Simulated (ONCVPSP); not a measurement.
**Selenium: generating and testing an ONCV potential**

Do these settings give a usable potential? It is generated, then checked for transferability, scattering, ghosts and hardness.

The numbers are computed with ONCVPSP 4.0.1.1 (patched build) (PBE, scalar-relativistic, spin-unpolarised reference atom).

### 1 The atom and the settings

The settings as typed:

- element: selenium (Se, Z = 34)
- type: optimised norm-conserving Vanderbilt (ONCV)
- frozen core: [Ne]
- valence charge: 24
- reference configuration: 3s2 3p6 3d10 4s2 4p4
- partial waves: 3s+4s: rc 0.95 bohr, ncon 5, nbas 10, qcut 10 1/bohr, 2 projectors; 3p+4p: rc 1.10 bohr, ncon 4, nbas 9, qcut 12.8 1/bohr, 2 projectors; 3d: rc 0.60 bohr, ncon 3, nbas 6, qcut 17.8 1/bohr, 3 projectors, debl 2 Ha
- local potential: polynomial inside 0.45 bohr (lpopt 5, dvloc0 0 Ha)
- core correction: Teter function, fcfact 4.75, rcfact 1.6

The nodes and maxima of the atom's own shells, from an earlier all-electron run, set the scale for the radii.

All-electron outer shells of the reference configuration (PBE, scalar-relativistic, ld1.x):

| shell | level (eV) | outermost node (bohr) | outermost maximum (bohr) |
| --- | --- | --- | --- |
| 2s | -1607.20 | 0.06 | 0.17 |
| 2p | -1413.61 | – | 0.13 |
| 3s | -213.51 | 0.24 | 0.50 |
| 3p | -152.98 | 0.21 | 0.50 |
| 3d | -53.12 | – | 0.45 |
| 4s | -17.29 | 0.70 | 1.51 |
| 4p | -6.51 | 0.74 | 1.82 |

### 2 Generation

File Se.dat:

```
# ATOM AND REFERENCE CONFIGURATION
# atsym  z   nc   nv     iexc    psfile
  Se 34.00    3    5        4      upf
#
#   n    l    f
    1    0    2.00
    2    0    2.00
    2    1    6.00
    3    0    2.00
    3    1    6.00
    3    2   10.00
    4    0    2.00
    4    1    4.00
#
# PSEUDOPOTENTIAL AND OPTIMIZATION
# lmax
    2
#
#   l,   rc,      ep,       ncon, nbas, qcut
    0    0.95    0.00    5   10   10.00
    1    1.10    0.00    4    9   12.80
    2    0.60    0.00    3    6   17.80
#
# LOCAL POTENTIAL
# lloc, lpopt,  rc(5),   dvloc0
    4    5    0.45    0.00
#
# VANDERBILT-KLEINMAN-BYLANDER PROJECTORs
# l, nproj, debl
    0    2    1.50
    1    2    0.70
    2    3    2.00
#
# MODEL CORE CHARGE
# icmod, fcfact, rcfact
    3    4.75    1.60
#
# LOG DERIVATIVE ANALYSIS
# epsh1, epsh2, depsh
   -9.00    5.00    0.04
#
# OUTPUT GRID
# rlmax, drl
    6.00    0.01
#
# TEST CONFIGURATIONS
# ncnf
    4
# nvcnf
#   n    l    f
    5
    3    0    2.00
    3    1    6.00
    3    2   10.00
    4    0    2.00
    4    1    3.00
#
    5
    3    0    2.00
    3    1    6.00
    3    2   10.00
    4    0    2.00
    4    1    2.00
#
    5
    3    0    2.00
    3    1    6.00
    3    2   10.00
    4    0    2.00
    4    1    1.00
#
    5
    3    0    2.00
    3    1    6.00
    3    2    9.00
    4    0    2.00
    4    1    4.00
#
```

Started as:

```bash
$ oncvpsp.x < Se.dat > Se.out
```

What does the calculation give? Wanted: cutoffs; bound ghosts; GHOST(+) flags; largest miss of a reference level; largest test error; largest phase difference near zero energy, channels read; rms error of d²Exc/dn², without and with the model core.

**Answer**, as computed:

```
                                                quantity                              value
                                                 cutoffs                     not determined
                                            bound ghosts                     p at -78.01 eV
                                          GHOST(+) flags           s at 407 eV, d at -24 eV
                       largest miss of a reference level                       118 meV (3p)
                            largest test error (AE − PS)  +27 meV, for 3s2 3p6 3d10 4s2 4p1
largest phase difference near zero energy, channels read                          0.001 rad
 rms error of d²Exc/dn², without and with the model core                  2.66 and 2.12 mHa
```

It has a bound ghost (p), a state that the atom doesn't have, and that rules the file out. Already in the reference configuration the 3p level is off by 118 meV. The worst unpolarised test, 3s2 3p6 3d10 4s2 4p1, is off by 27 meV on 62.1 eV; by total energies transferability rates as fair. That test lies far up in energy; among those under 40 eV, nearer to bonding, the largest error is 18 meV. No common cutoff is read, since the d wave doesn't reach the tolerances within the program's table (it needs 152 Ha for the loosest): the potential is too hard for practical use. Near zero energy the phases of the channels with partial waves agree within 0.001 rad. The pseudo curves have poles with no partner nearby in the atom's: p at -2.84 Ha, d at -3.43 Ha. The program also flags highly localised states, GHOST(+) (s, d).
